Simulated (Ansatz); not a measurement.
# Ge₂H₃F₃: small, medium and large basis sets

An exercise on one series of results from a longer session: the logs are not shown, and one member is left open.

Computed with Ansatz 0.2.0, Gaussian basis. Level: one geometry, several basis sets.

Plan: PBE0-D4/def2-SVP; ωB97M-V/def2-SVP; PBE0-D4/def2-QZVPP; ωB97M-V/def2-QZVPP; the functionals' def2-TZVPP values are taken from earlier runs.

## Structure used throughout

All runs share one geometry, relaxed beforehand with PBE0-D4 in a triple-zeta def2 set.

8 atoms, charge 0, spin multiplicity 1.

Atoms are counted from 1 here; the program's logs count them from 0.

Bond lengths: F1–Ge2 1.720 Å, Ge2–F3 1.720 Å, Ge2–F4 1.720 Å, Ge2–Ge5 2.419 Å, Ge5–H6 1.529 Å, Ge5–H7 1.529 Å, Ge5–H8 1.529 Å. Angles: F1–Ge2–F3 104.8°, F1–Ge2–F4 104.8°, F1–Ge2–Ge5 113.9°, F3–Ge2–F4 104.8°, F3–Ge2–Ge5 113.8°, F4–Ge2–Ge5 113.9°, Ge2–Ge5–H6 107.1°, Ge2–Ge5–H7 107.1°, Ge2–Ge5–H8 107.1°, H6–Ge5–H7 111.8°, H6–Ge5–H8 111.8°, H7–Ge5–H8 111.8°.

Set-up of the first run:

Contents of in.yaml:

```yaml
crystal:
  periodic: [false, false, false]
  atoms:
    - {symbol: F, position_ang: [1.396374, -1.034652, 1.662118]}
    - {symbol: Ge, position_ang: [0.579629, -0.956114, 0.150998]}
    - {symbol: F, position_ang: [-0.401068, -2.367925, 0.109184]}
    - {symbol: F, position_ang: [1.803506, -1.237907, -1.023505]}
    - {symbol: Ge, position_ang: [-0.650424, 1.098952, -0.191053]}
    - {symbol: H, position_ang: [-1.688112, 1.192426, 0.927916]}
    - {symbol: H, position_ang: [0.360698, 2.243797, -0.123602]}
    - {symbol: H, position_ang: [-1.308504, 1.004223, -1.567855]}
basis:
  gaussian: {orbitals: def2-SVP}
hamiltonian: {xc: pbe0, dispersion: d4}
output: {orbitals: {seedname: orbitals}}
```

Command:

```console
ansatz run in.yaml --threads 4 --pin off --events-out ev --progress --plain --max-ram 10444MiB
```

Among the steps run: PBE0-D4 in def2-SVP; ωB97M-V in def2-SVP; PBE0-D4 in def2-QZVPP; ωB97M-V in def2-QZVPP.

One of the session's tables, all rows but one given; the rest of the session is left out.

It belongs to the step «Functionals by basis». 

| functional | basis | HOMO (eV) |
| --- | --- | --- |
| PBE0-D4 | def2-SVP | -9.52 |
| PBE0-D4 | def2-TZVPP | ? |
| PBE0-D4 | def2-QZVPP | -9.62 |
| ωB97M-V | def2-SVP | -11.58 |
| ωB97M-V | def2-TZVPP | -11.68 |
| ωB97M-V | def2-QZVPP | -11.72 |

Estimate the missing values for PBE0-D4, def2-TZVPP.

The run gave: HOMO (eV): -9.59. In the column «HOMO (eV)» it lies between PBE0-D4, def2-QZVPP (-9.62) and PBE0-D4, def2-SVP (-9.52).
